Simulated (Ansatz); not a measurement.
# One shape, several levels: GaGeH5 (SMILES [GaH2][GeH3])

Aim: a comparison of 3 runs (HF/STO-3G, HF/3-21G, SVWN5/cc-pVTZ) of GaGeH5. 

The results are computed with Ansatz 0.2.0.

2 further runs of the same task are left out: 2 set aside as unsound or not needed.

### Step 1. The system as given

The species is GaGeH5 (7 atoms), meant as a singlet with charge 0. As SMILES, `[GaH2][GeH3]`. The coordinates come from a PBE0-D4/def2-TZVP relaxation.

Bond lengths: Ga1–Ge2 2.444 Å, Ga1–H3 1.572 Å, Ga1–H4 1.572 Å, Ge2–H5 1.540 Å, Ge2–H6 1.543 Å, Ge2–H7 1.540 Å. Angles: Ga1–Ge2–H5 113.0°, Ga1–Ge2–H6 109.4°, Ga1–Ge2–H7 112.6°, Ge2–Ga1–H3 120.3°, Ge2–Ga1–H4 120.7°, H5–Ge2–H6 106.9°, H5–Ge2–H7 107.8°, H6–Ge2–H7 106.8°, H3–Ga1–H4 119.0°.

### Step 2. Energy and forces at HF/STO-3G (run 1)

File input.yaml:

```yaml
crystal:
  periodic: [false, false, false]
  atoms:
    - symbol: Ga
      position_ang: [-0.366500, -1.359600, 0.111400]
    - symbol: Ge
      position_ang: [0.277800, 0.987900, -0.107400]
    - symbol: H
      position_ang: [0.529900, -2.354300, 0.935000]
    - symbol: H
      position_ang: [-1.693000, -1.891700, -0.542800]
    - symbol: H
      position_ang: [-0.307500, 1.657300, -1.364600]
    - symbol: H
      position_ang: [-0.246100, 1.779800, 1.109100]
    - symbol: H
      position_ang: [1.805500, 1.180600, -0.140600]
basis:
  gaussian: {orbitals: STO-3G}
hamiltonian: {xc: hf}
output: {forces: true, orbitals: {seedname: orbitals}}
accuracy: high
```

Started as:

```bash
$ ansatz run input.yaml --threads 1 --pin off --max-ram 2610MiB --events-out events.jsonl --progress --plain --runs-dir runs
```

The program printed (excerpt; [...] marks lines left out):

```text
Warning: RAYON_NUM_THREADS=1 ignored (pool sized by the plan → 1); use --threads N
Functional definition: HF
  name "HF"
[...]
587 factors; integrals over basis functions are off by at most 5.2e-8 eV
[...]
mean field -107635.61799104 eV, -3955.5360031285 hartree, gradient 4.8e-8 eV, S^2 0.000000; 1 other end points of the search recorded, 0 dependent functions left out
[...]
reference -107635.61799104 eV, -3955.5360031285 hartree; 34, 34 occupied and 7, 7 virtual orbitals, 587 factors
Total energy: -107635.61799104 eV, -3955.5360031285 hartree
Atom 0 at    -0.366500    -1.359600     0.111400 Å, force    -0.393086    -1.395411     0.139061 eV/Å
Atom 1 at     0.277800     0.987900    -0.107400 Å, force     0.202802     1.033068     0.128628 eV/Å
Atom 2 at     0.529900    -2.354300     0.935000 Å, force    -1.780678     1.783162    -1.576181 eV/Å
Atom 3 at    -1.693000    -1.891700    -0.542800 Å, force     2.518621     0.882028     1.280168 eV/Å
Atom 4 at    -0.307500     1.657300    -1.364600 Å, force     0.811095    -0.956545     1.705237 eV/Å
Atom 5 at    -0.246100     1.779800     1.109100 Å, force     0.727274    -1.084524    -1.689066 eV/Å
Atom 6 at     1.805500     1.180600    -0.140600 Å, force    -2.086028    -0.261778     0.012152 eV/Å
Dipole moment:    -0.010333    -0.030116    -0.006320 e Å
```

It took 3.6 s on 1 thread of Arm Neoverse N1, shared host; peak memory 0.095 GiB.

### Step 3. Energy and forces at HF/3-21G (run 2)

File input.yaml:

```yaml
crystal:
  periodic: [false, false, false]
  atoms:
    - {symbol: Ga, position_ang: [-0.366500, -1.359600, 0.111400]}
    - {symbol: Ge, position_ang: [0.277800, 0.987900, -0.107400]}
    - {symbol: H, position_ang: [0.529900, -2.354300, 0.935000]}
    - {symbol: H, position_ang: [-1.693000, -1.891700, -0.542800]}
    - {symbol: H, position_ang: [-0.307500, 1.657300, -1.364600]}
    - {symbol: H, position_ang: [-0.246100, 1.779800, 1.109100]}
    - {symbol: H, position_ang: [1.805500, 1.180600, -0.140600]}
basis:
  gaussian: {orbitals: 3-21G-spherical.json}
output: {forces: true, orbitals: {seedname: orbitals}}
hamiltonian: {xc: hf}
accuracy: high
```

The basis set 3-21G is read from a file made from the Basis Set Exchange's data (not shown).

Started as:

```bash
$ ansatz run input.yaml --threads 1 --pin off --max-ram 2610MiB --events-out events.jsonl --progress --plain --runs-dir runs
```

The program printed (excerpt; [...] marks lines left out):

```text
Warning: RAYON_NUM_THREADS=1 ignored (pool sized by the plan → 1); use --threads N
Functional definition: HF
  name "HF"
[...]
905 factors; integrals over basis functions are off by at most 1.1e-8 eV
[...]
mean field -108356.30418293 eV, -3982.0207321818 hartree, gradient 2.0e-8 eV, S^2 0.000000; 0 other end points of the search recorded, 0 dependent functions left out
[...]
reference -108356.30418293 eV, -3982.0207321818 hartree; 34, 34 occupied and 20, 20 virtual orbitals, 905 factors
Total energy: -108356.30418293 eV, -3982.0207321818 hartree
Atom 0 at    -0.366500    -1.359600     0.111400 Å, force    -0.056983    -0.272823    -0.009060 eV/Å
Atom 1 at     0.277800     0.987900    -0.107400 Å, force     0.101767     0.484552     0.025263 eV/Å
Atom 2 at     0.529900    -2.354300     0.935000 Å, force     0.063518    -0.092766     0.068510 eV/Å
Atom 3 at    -1.693000    -1.891700    -0.542800 Å, force    -0.110284    -0.057159    -0.046932 eV/Å
Atom 4 at    -0.307500     1.657300    -1.364600 Å, force    -0.004389    -0.032857    -0.047158 eV/Å
Atom 5 at    -0.246100     1.779800     1.109100 Å, force    -0.026937     0.009189     0.041003 eV/Å
Atom 6 at     1.805500     1.180600    -0.140600 Å, force     0.033307    -0.038136    -0.031627 eV/Å
Dipole moment:    -0.029908    -0.125739     0.002062 e Å
```

Wall time 2.1 s (1 thread of Arm Neoverse N1, shared host); peak memory 0.12 GiB.

### Step 4. Energy and forces at SVWN5/cc-pVTZ (run 3)

File job.yaml:

```yaml
crystal:
  periodic: [false, false, false]
  atoms:
    - {symbol: Ga, position_ang: [-0.366500, -1.359600, 0.111400]}
    - {symbol: Ge, position_ang: [0.277800, 0.987900, -0.107400]}
    - {symbol: H, position_ang: [0.529900, -2.354300, 0.935000]}
    - {symbol: H, position_ang: [-1.693000, -1.891700, -0.542800]}
    - {symbol: H, position_ang: [-0.307500, 1.657300, -1.364600]}
    - {symbol: H, position_ang: [-0.246100, 1.779800, 1.109100]}
    - {symbol: H, position_ang: [1.805500, 1.180600, -0.140600]}
basis:
  gaussian:
    orbitals: cc-pVTZ
hamiltonian:
  xc: {name: SVWN5}
accuracy: high
output: {forces: true, orbitals: {seedname: orbitals}}
```

Started as:

```bash
$ ansatz run job.yaml --threads 1 --pin off --max-ram 2610MiB --events-out events.jsonl --progress --plain --runs-dir runs
```

The program printed (excerpt; [...] marks lines left out):

```text
Warning: RAYON_NUM_THREADS=1 ignored (pool sized by the plan → 1); use --threads N
Functional definition: SVWN5
  name "SVWN5"
[...]
2595 factors; integrals over basis functions are off by at most 4.1e-9 eV
[...]
mean field -108810.00706313 eV, -3998.6940054982 hartree, gradient 4.0e-8 eV, S^2 0.000000; 0 other end points of the search recorded, 0 dependent functions left out
[...]
reference -108810.00706709 eV, -3998.6940056437 hartree; 34, 34 occupied and 122, 122 virtual orbitals, 2595 factors
Total energy: -108810.00706709 eV, -3998.6940056437 hartree
Atom 0 at    -0.366500    -1.359600     0.111400 Å, force     0.061417     0.240605    -0.011670 eV/Å
Atom 1 at     0.277800     0.987900    -0.107400 Å, force    -0.077001    -0.319516     0.002226 eV/Å
Atom 2 at     0.529900    -2.354300     0.935000 Å, force    -0.031630     0.061621    -0.037420 eV/Å
Atom 3 at    -1.693000    -1.891700    -0.542800 Å, force     0.061510     0.042275     0.024548 eV/Å
Atom 4 at    -0.307500     1.657300    -1.364600 Å, force     0.000773    -0.007400     0.023583 eV/Å
Atom 5 at    -0.246100     1.779800     1.109100 Å, force     0.006108    -0.015120    -0.013101 eV/Å
Atom 6 at     1.805500     1.180600    -0.140600 Å, force    -0.021177    -0.002464     0.011835 eV/Å
Dipole moment:    -0.011501    -0.051775    -0.001105 e Å
```

Wall time 35 s (1 thread of Arm Neoverse N1, shared host); peak memory 0.5 GiB.

### Step 5. Overview of the runs

| run | level | energy (Eh) | dipole moment (D) | HOMO energy (eV) | LUMO energy (eV) | wall time |
| --- | --- | --- | --- | --- | --- | --- |
| 1 | HF/STO-3G | -3955.536003 | 0.16 | -7.06 | 4.43 | 3.6 s |
| 2 | HF/3-21G | -3982.020732 | 0.62 | -9.89 | 0.58 | 2.1 s |
| 3 | SVWN5/cc-pVTZ | -3998.694006 | 0.25 | -6.65 | -3.13 | 35 s |

### Step 6. What came out

```
                       quantity           value
            run 3: total energy  -3998.69401 Eh
           run 3: dipole moment          0.25 D
             run 3: HOMO energy        -6.65 eV
             run 3: LUMO energy        -3.13 eV
           run 3: HOMO–LUMO gap         3.52 eV
run 3: largest force on an atom      0.329 eV/Å
```

What this shows: The dipole moment (its size) runs from 0.16 D (HF/STO-3G) to 0.62 D (HF/3-21G). The HOMO–LUMO gap runs from 3.52 eV (SVWN5/cc-pVTZ) to 11.49 eV (HF/STO-3G). The two ends differ in method and basis. In run 1 the basis is minimal, so the values are rough. All runs together took 41 s, the longest 35 s.
